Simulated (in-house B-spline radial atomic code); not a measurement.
# W⁵¹⁺: excited configurations

Aim: the energies of several excited configurations of W⁵¹⁺ above a reference configuration, each from its own self-consistent run.

Program: in-house B-spline radial atomic code version 1. Level of theory: Dirac-Hartree-Fock, average of configuration, Fermi nucleus, basis-set limit. These are calculated values, not measurements, unless marked.

### Step 1. What is computed

| Quantity | Value |
| --- | --- |
| element | tungsten (Z = 74) |
| charge | +51 |
| electrons | 23 |
| configuration | [Ar] 3d5 |
| Hamiltonian | Dirac-Coulomb |
| nucleus | Fermi, rms radius 5.366 fm |

Outer shells as boxes (Hund's rule):

[Ar] 3d5
```
[Ar] core
3d [↑ ][↑ ][↑ ][↑ ][↑ ]
```

The boxes draw the filling by Hund's rule, which heavy ions in jj coupling don't follow; these runs average over all states of the configuration.

Input settings:

```ini
Z = 74
electrons = 23.0
configuration = [Ar] 3d5
hamiltonian = dirac
method = hf
spin_polarised = False
nucleus = fermi
rms_radius = 5.3658
mass_number = 184
atomic_mass = 183.95093318
speed_of_light = 137.035999084
```

From the earlier run of the reference: total energy -13875.671198 hartree. Levels, eight at most:

```tsv
orbital	occupation	energy (eV)	<r> (bohr)
2s1/2	2	-15330.8	0.07645
2p1/2	2	-14792.3	0.06332
2p3/2	4	-13422.2	0.07109
3s1/2	2	-5667.60	0.1917
3p1/2	2	-5439.25	0.1813
3p3/2	4	-5106.78	0.1938
3d3/2	2	-4789.04	0.1675
3d5/2	3	-4714.94	0.1713
```

### Step 2. Configuration [Ne] 3s2 3p5 3d4 4d1 4f1

Input settings:

```ini
Z = 74
electrons = 23.0
configuration = [Ne] 3s2 3p5 3d4 4d1 4f1
hamiltonian = dirac
method = hf
spin_polarised = False
nucleus = fermi
rms_radius = 5.3658
mass_number = 184
atomic_mass = 183.95093318
speed_of_light = 137.035999084
```

### Step 3. [Ar] 3d3 5d2

Changes to the settings of step 2:

```diff
@@ -2,3 +2,3 @@
 electrons = 23.0
-configuration = [Ne] 3s2 3p5 3d4 4d1 4f1
+configuration = [Ar] 3d3 5d2
 hamiltonian = dirac
```

Before running: How far above the reference does each configuration lie (order and size, in eV)?

The runs gave:

| net move | configuration | energy above the reference (eV) | with Breit, QED, recoil (eV) | largest <r> (bohr) |
| --- | --- | --- | --- | --- |
| 3d, 3p → 4d, 4f | [Ne] 3s2 3p5 3d4 4d1 4f1 | 5078.98 | 5069.69 | 0.364 |
| 2×3d → 2×5d | [Ar] 3d3 5d2 | 6385.48 | 6380.20 | 0.611 |

What this shows: The lowest of them is 3d, 3p → 4d, 4f at 5078.98 eV and the highest 2×3d → 2×5d at 6385.48 eV. Koopmans' estimate of the ionisation threshold is 4714.94 eV; 2 configurations exceed it by over 2 % and could autoionise. Two partly filled shells share a symmetry and can mix in the average, which may lower the energy, for: 3d, 3p → 4d, 4f; 2×3d → 2×5d. These are averages over configurations, without correlation, not spectroscopic levels.
